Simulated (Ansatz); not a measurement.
# W (bcc type): the cost of one run

Program: Ansatz 0.2.0. Level of theory: DFT, r2SCAN, PAW with Ansatz's default frozen-core files, scalar-relativistic. These are calculated values, not measurements.

### Step 1. The system as given

Symmetry: Im-3m, No. 229, cubic system. The conventional cell has a = 3.170 Å, b = 3.170 Å, c = 3.170 Å, α = 90.00°, β = 90.00°, γ = 90.00°. W (site symmetry m-3m) has 8 W at 2.74 Å as nearest neighbours.

Coordinates:

```
CELL_PARAMETERS angstrom
-1.58482 1.58482 1.58482
1.58482 -1.58482 1.58482
1.58482 1.58482 -1.58482
ATOMIC_POSITIONS crystal
W 0.00000 0.00000 0.00000
```

### Step 2. Bulk cell relaxed, PAW

The input, input.yaml:

```yaml
crystal:
  lattice:
    - [-1.5848173221, 1.5848173221, 1.5848173221]
    - [1.5848173221, -1.5848173221, 1.5848173221]
    - [1.5848173221, 1.5848173221, -1.5848173221]
  atoms:
    - { symbol: W, position: [0.0, 0.0, 0.0] }
kpoints:
  mp_grid: { grid: [19, 19, 19] }
scf:
  occupations: { method: fermi_dirac, width: 0.08 }
hamiltonian:
  xc: r2scan
  pseudopotentials: { kind: paw }
output:
  forces: true
  stress: true
  write_density: true
  write_potential: true
  elf: true
  volumetric_format: npy
relax:
  f_tol: 0.005
  max_steps: 40
  cell: {}
```

Started as:

```sh
$ ansatz run input.yaml --threads 2 --pin off --max-ram 4096MiB --backend cpu --events-out ev --progress --plain --runs-dir out
```

Q: Estimate wall time and peak memory on 2 threads of Intel Xeon Platinum 8488C (Sapphire Rapids), shared host.

About 6.7 s, with a peak of 0.46 GiB.
